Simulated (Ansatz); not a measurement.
**AlGeH5O (SMILES [OH][AlH][GeH3]): functionals against CCSD(T) at one geometry**

The atoms stand at a structure displaced at random from a GFN2-xTB minimum. How far do the functionals agree with CCSD(T) there?

Computed with Ansatz 0.2.0, Gaussian basis. Level: single points in def2-TZVPP.

Correlated methods freeze the cores. Filled d shells of the heavier atoms are correlated.

## (1) The system as given

SMILES `[OH][AlH][GeH3]`, 8 atoms, charge 0, spin multiplicity 1.

Atoms are counted from 1 here; the program's logs count them from 0.

Bond lengths: O1–Al2 1.660 Å, O1–H4 1.046 Å, Al2–Ge3 2.212 Å, Al2–H5 1.536 Å, Ge3–H6 1.235 Å, Ge3–H7 1.576 Å, Ge3–H8 1.338 Å. Angles: Al2–O1–H4 165.3°, O1–Al2–Ge3 127.0°, O1–Al2–H5 106.2°, Ge3–Al2–H5 126.8°, Al2–Ge3–H6 125.9°, Al2–Ge3–H7 119.0°, Al2–Ge3–H8 106.7°, H6–Ge3–H7 104.9°, H6–Ge3–H8 105.1°, H7–Ge3–H8 87.6°.

Geometry (Å):

```mol
AlGeH5O
  3D, bonds by distance, orders not assigned

  8  7  0  0  0  0  0  0  0  0999 V2000
   -1.6168    0.4074   -1.2416 O   0  0
   -0.0347    0.4514   -0.7423 Al  0  0
    0.7805   -0.3093    1.1686 Ge  0  0
   -2.5164    0.2068   -1.7365 H   0  0
    0.7428    1.1821   -1.8472 H   0  0
    1.3120    0.3721    2.0509 H   0  0
    1.5773   -1.6693    1.1718 H   0  0
   -0.2165   -0.9582    1.7816 H   0  0
  1  2  8  0
  1  4  8  0
  2  3  8  0
  2  5  8  0
  3  6  8  0
  3  7  8  0
  3  8  8  0
M  END
```

## (2) CCSD(T)/def2-TZVPP

File run/in.yaml:

```yaml
crystal:
  periodic: [false, false, false]
  atoms:
    - {symbol: O, position_ang: [-1.616800, 0.407400, -1.241600]}
    - {symbol: Al, position_ang: [-0.034700, 0.451400, -0.742300]}
    - {symbol: Ge, position_ang: [0.780500, -0.309300, 1.168600]}
    - {symbol: H, position_ang: [-2.516400, 0.206800, -1.736500]}
    - {symbol: H, position_ang: [0.742800, 1.182100, -1.847200]}
    - {symbol: H, position_ang: [1.312000, 0.372100, 2.050900]}
    - {symbol: H, position_ang: [1.577300, -1.669300, 1.171800]}
    - {symbol: H, position_ang: [-0.216500, -0.958200, 1.781600]}
basis:
  gaussian: {orbitals: def2-TZVPP}
correlation: {method: ccsd_t}
output: {forces: true}
```

No record of the launch command was kept for these runs.

## (3) PBE0-D4/def2-TZVPP

Changes to run/in.yaml since step 2:

```diff
@@ -13,3 +13,3 @@
   gaussian: {orbitals: def2-TZVPP}
-correlation: {method: ccsd_t}
-output: {forces: true}
+hamiltonian: {xc: pbe0, dispersion: d4}
+output: {forces: true, orbitals: {seedname: orbitals}}
```

## (4) wB97M-V/def2-TZVPP

Changes to run/in.yaml since step 3:

```diff
@@ -13,3 +13,3 @@
   gaussian: {orbitals: def2-TZVPP}
-hamiltonian: {xc: pbe0, dispersion: d4}
-output: {forces: true, orbitals: {seedname: orbitals}}
+hamiltonian: {xc: {name: wB97M-V}}
+output: {forces: true}
```

## (5) r2SCAN-D4/def2-TZVPP

Changes to run/in.yaml since step 4:

```diff
@@ -13,3 +13,3 @@
   gaussian: {orbitals: def2-TZVPP}
-hamiltonian: {xc: {name: wB97M-V}}
+hamiltonian: {xc: r2scan, dispersion: d4}
 output: {forces: true}
```

## (6) PBE-D4/def2-TZVPP

Changes to run/in.yaml since step 5:

```diff
@@ -13,3 +13,3 @@
   gaussian: {orbitals: def2-TZVPP}
-hamiltonian: {xc: r2scan, dispersion: d4}
+hamiltonian: {xc: pbe, dispersion: d4}
 output: {forces: true}
```

## (7) BHLYP-D4/def2-TZVPP

Changes to run/in.yaml since step 6:

```diff
@@ -13,3 +13,3 @@
   gaussian: {orbitals: def2-TZVPP}
-hamiltonian: {xc: pbe, dispersion: d4}
+hamiltonian: {xc: {name: BHLYP}, dispersion: d4}
 output: {forces: true}
```

## (8) SPW92/def2-TZVPP

Changes to run/in.yaml since step 7:

```diff
@@ -13,3 +13,3 @@
   gaussian: {orbitals: def2-TZVPP}
-hamiltonian: {xc: {name: BHLYP}, dispersion: d4}
+hamiltonian: {xc: lda}
 output: {forces: true}
```

(Steps that only read results are left out.)

Q: Predict the outcome of this session. Wanted: energy less free atoms, CCSD(T)/def2-TZVPP; RMS force component; RMS force error; HOMO and LUMO, PBE0-D4; T1 diagnostic.

The runs gave:

| quantity | value |
| --- | --- |
| energy less free atoms, CCSD(T)/def2-TZVPP | -481.6 kcal/mol |
| RMS force component | 3.071 to 3.288 eV/Å over the methods |
| RMS force error | PBE0-D4 0.087, wB97M-V 0.070, r2SCAN-D4 0.102, PBE-D4 0.214, BHLYP-D4 0.145, SPW92 0.322 eV/Å |
| HOMO and LUMO, PBE0-D4 | -7.55 and -1.39 eV |
| T1 diagnostic | 0.013 |

In words: Against CCSD(T) the functionals' energies less atoms differ by -82.6 to +7.5 kcal/mol, PBE-D4 by -3.7 kcal/mol. The reference is not at the basis limit: in triple zeta CCSD(T) underbinds, which counts against methods that bind more; the gaps are no ranking. The forces of wB97M-V come nearest to CCSD(T), those of SPW92 are farthest. Frozen-core CCSD(T) forces in triple zeta carry basis errors of their own, and this is one geometry, so small gaps rank nothing.
